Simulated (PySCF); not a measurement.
# C2H7In (InH2Et) at CASSCF(8,8)/def2-SVP (core potential)

Aim: the vertical singlet–triplet gap of C2H7In (InH2Et) at CASSCF(8,8)/def2-SVP (core potential), from 2 runs. Input form: a Python script.

The results are computed with PySCF 2.14.0.

1 further run of the same task is left out (set aside as unsound or not needed).

### Step 1. The structure to begin with

C2H7In has 10 atoms, charge 0, and is taken as a singlet. SMILES: `[H][In]([H])[CH2]C`. The shape comes from GFN2-xTB, which is rough for such elements, and wasn't checked as a minimum.

Bond lengths: In1–C4 2.244 Å, C4–C5 1.527 Å, In1–H2 1.751 Å, In1–H3 1.751 Å, C4–H6 1.094 Å, C4–H7 1.094 Å, C5–H8 1.092 Å, C5–H9 1.092 Å, C5–H10 1.092 Å. Some angles: In1–C4–C5 111.6°, In1–C4–H6 108.2°, In1–C4–H7 108.4°, C5–C4–H6 110.3°, C5–C4–H7 110.1°, H2–In1–C4 124.5°, H3–In1–C4 124.7°, C4–C5–H8 110.5°, C4–C5–H9 110.9°, C4–C5–H10 110.9°.

### Step 2. The energy at CASSCF(8,8)/def2-SVP (core potential)

File run.py:

```python
import numpy
from pyscf import gto, scf, mp, mcscf

mol = gto.M(
    atom='''
In   0.812150   1.501060   0.578580
H    2.557080   1.639060   0.599560
H    0.065540   3.083810   0.525900
C   -0.310130  -0.442160   0.566570
C   -0.485960  -0.981860  -0.851380
H   -1.286090  -0.275540   1.032160
H    0.241770  -1.162440   1.177770
H   -1.028310  -1.929560  -0.835430
H   -1.048860  -0.278880  -1.468780
H    0.482820  -1.153480  -1.324970
''',
    ecp={'In': 'def2-svp'},
    verbose=3,
    max_memory=1860,
    basis='def2-svp',
    spin=0,
)

hf = scf.RHF(mol)
hf.conv_tol = 1e-10
hf.kernel()
if not hf.converged:
    hf = hf.newton().run(hf.mo_coeff, hf.mo_occ)

pt = mp.MP2(scf.addons.convert_to_uhf(hf)).run()
noons, natorbs = mcscf.addons.make_natural_orbitals(pt)
print('natural occupations', numpy.round(noons[:40], 4))
cas = mcscf.CASSCF(hf, 8, 8)
cas.fix_spin_(ss=0.0)
cas.natorb = True
cas.kernel(natorbs)
e_tot = cas.e_tot
print('Final energy', e_tot)
```

Launch:

```
$ OMP_NUM_THREADS=1 python run.py
```

Output:

```text
converged SCF energy = -268.91389034531
E(UMP2) = -269.326006827131  E_corr = -0.412116481820938
E(SCS-UMP2) = -269.330706254507  E_corr = -0.41681590919629
natural occupations [1.9998 1.9998 1.9997 1.9995 1.9994 1.9993 1.9968 1.9967 1.9966 1.9965
 1.9965 1.9831 1.9779 1.9753 1.9728 1.9692 1.969  1.9659 1.959  1.9526
 0.0318 0.0225 0.0184 0.0171 0.017  0.0156 0.0144 0.0134 0.013  0.0127
 0.0095 0.009  0.0078 0.0069 0.0068 0.0061 0.006  0.0055 0.0054 0.0051]
CASSCF energy = -268.992155240874
CASCI E = -268.992155240874  E(CI) = -15.1585691556991  S^2 = 0.0000000
Final energy -268.992155240874
```

Wall time 70 s (1 thread of Arm Neoverse V2, shared host); peak memory 0.3 GiB.

### Step 3. The triplet

File mol.xyz:

```xyz
10

In     0.812150     1.501060     0.578580
H      2.557080     1.639060     0.599560
H      0.065540     3.083810     0.525900
C     -0.310130    -0.442160     0.566570
C     -0.485960    -0.981860    -0.851380
H     -1.286090    -0.275540     1.032160
H      0.241770    -1.162440     1.177770
H     -1.028310    -1.929560    -0.835430
H     -1.048860    -0.278880    -1.468780
H      0.482820    -1.153480    -1.324970
```

File input.py:

```python
import numpy
from pyscf import gto, scf, mp, mcscf

system = gto.Mole()
system.atom = 'mol.xyz'
system.verbose = 3
system.max_memory = 1860
system.ecp = {'In': 'def2-svp'}
system.charge = 0
system.basis = 'def2-svp'
system.spin = 2
system.build()

mf = system.ROHF()
mf.conv_tol = 1e-10
mf.kernel()
if not mf.converged:
    mf = mf.newton().run(mf.mo_coeff, mf.mo_occ)

pt = mp.MP2(scf.addons.convert_to_uhf(mf)).run()
noons, natorbs = mcscf.addons.make_natural_orbitals(pt)
print('natural occupations', numpy.round(noons[:40], 4))
cas = mcscf.CASSCF(mf, 8, 8)
cas.fix_spin_(ss=2.0)
cas.natorb = True
cas.kernel(natorbs)
energy = cas.e_tot
print('E(%s) = %.9f' % ('CASSCF', energy))
```

Launch:

```
$ OMP_NUM_THREADS=1 python input.py
```

Output:

```text
converged SCF energy = -268.76755861075
E(UMP2) = -269.161417809812  E_corr = -0.393859199061781
E(SCS-UMP2) = -269.164884182453  E_corr = -0.397325571702587
natural occupations [1.9998 1.9998 1.9997 1.9995 1.9994 1.9993 1.9967 1.9965 1.9964 1.9963
 1.9962 1.9832 1.9771 1.9707 1.9705 1.968  1.9679 1.9665 1.9602 0.9946
 0.9913 0.025  0.0217 0.0168 0.0165 0.0161 0.0141 0.0136 0.0126 0.0102
 0.0099 0.0089 0.0084 0.0074 0.0066 0.0065 0.006  0.006  0.0058 0.0049]
CASSCF energy = -268.823541177855
CASCI E = -268.823541177855  E(CI) = -11.8601626653768  S^2 = 2.0000000
E(CASSCF) = -268.823541178
```

It took 41 s on 1 thread of Arm Neoverse V2, shared host; peak memory 0.31 GiB.

### Step 4. What came out

At CASSCF(8,8)/def2-SVP (core potential):

```
                                        quantity          value
                           singlet: total energy  -268.99216 Eh
   singlet: dipole moment (Hartree–Fock density)         1.09 D
    singlet: HOMO energy (Hartree–Fock orbitals)       -9.71 eV
    singlet: LUMO energy (Hartree–Fock orbitals)        0.95 eV
  singlet: HOMO–LUMO gap (Hartree–Fock orbitals)       10.67 eV
                           triplet: total energy  -268.82354 Eh
   triplet: dipole moment (Hartree–Fock density)         6.04 D
vertical energy of the triplet above the singlet       4.588 eV
```

At this shape the triplet lies 4.59 eV (106 kcal/mol) above the singlet. Mulliken charges (singlet) of the mean-field density run from -0.40 on C4 to +0.63 on In1. Mulliken charges (triplet) of the mean-field density run from -0.21 on C4 to +0.13 on H7; they depend strongly on the basis.
